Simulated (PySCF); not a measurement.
**The bond of CsNa, level by level**

One job finds the state of CsNa, follows it along the bond with each method and fits the curves.

Program: PySCF 2.14.0. Level of theory: Cs def2-SVPD with ECP46, Na def2-SVPD, scalar-relativistic core potentials. These are calculated values, not measurements.

## Step 1: Set-up

Settings of the job:

| Property | Result |
| --- | --- |
| atoms | Cs, Na |
| charge | 0 |
| basis | Cs def2-SVPD with ECP46, Na def2-SVPD |
| Hamiltonian | scalar-relativistic core potentials |
| basis functions | 45 |
| electrons treated | 20 |
| masses in u | 132.9054, 22.9898 |
| levels | PBE0, PBE, r²SCAN, TPSS, r²SCAN0, B3LYP, CAM-B3LYP, HF, MP2, SCS-MP2, CCSD, CCSD(T) |
| grid | 80 radial by 434 angular points |
| occupations | held fixed by the projection of orbital angular momentum |
| dissociation limit | Cs + Na, each in its ground configuration |
| starting distance in angstrom | 3.780 |
| values of 2S to try | 0, 2 |

Command:

```sh
$ OMP_NUM_THREADS=1 python dia.py task.json out
```

Further steps of the session: PBE0 along the bond; Excited determinants; PBE; r²SCAN; TPSS (meta-GGA); r²SCAN0; B3LYP; CAM-B3LYP (range-separated hybrid); RHF (mean field); Adding correlation.

Before running it: what results should come out? Wanted: for each run, Re; ωe; De; μ.

The runs gave:

Lowest PBE0 solution found, without spin–orbit coupling: ¹Σ⁺ (singlet), closed shell. State 3 has its PBE0 minimum 1.24 eV higher. State 4 has its PBE0 minimum 1.52 eV higher, as a spin-mixed determinant (⟨S²⟩ = 1.00), so this is no gap between pure states. The other levels ran on the lowest alone.

```
      level  Re (Å)  ωe (cm⁻¹)  De (eV)  μ (D)
        RHF   4.140       89.2   -0.082  -6.12
    RHF-MP2   3.945       96.7    0.346    n/a
RHF-SCS-MP2   3.968       95.6    0.422    n/a
   RHF-CCSD   3.961       94.5     0.52    n/a
RHF-CCSD(T)   3.960       93.4     0.55    n/a
        PBE   3.918       93.1     0.65  -3.88
       TPSS   4.016       89.0     0.74  -4.75
     r²SCAN   3.995       92.7    0.481  -4.83
      B3LYP   3.902       94.2     0.58  -4.05
       PBE0   3.934       95.4     0.57  -4.56
    r²SCAN0   3.964       95.9    0.470  -4.93
  CAM-B3LYP   3.865      100.1     0.53  -4.90
```

De is counted to Cs + Na in their ground configurations. A positive dipole means Cs(−)Na(+).

The methods spread over 0.275 Å in bond length, from CAM-B3LYP to RHF. CCSD(T) can't serve as the judge here: for a weak bond in this basis it is far from its limit. Among the levels with a De in the table, it runs from -0.082 eV (RHF) to 0.74 eV (TPSS).

Correlated steps freeze 1 core orbital. Spin–orbit coupling is left out. A negative De means that the minimum lies above the separated atoms at that level.
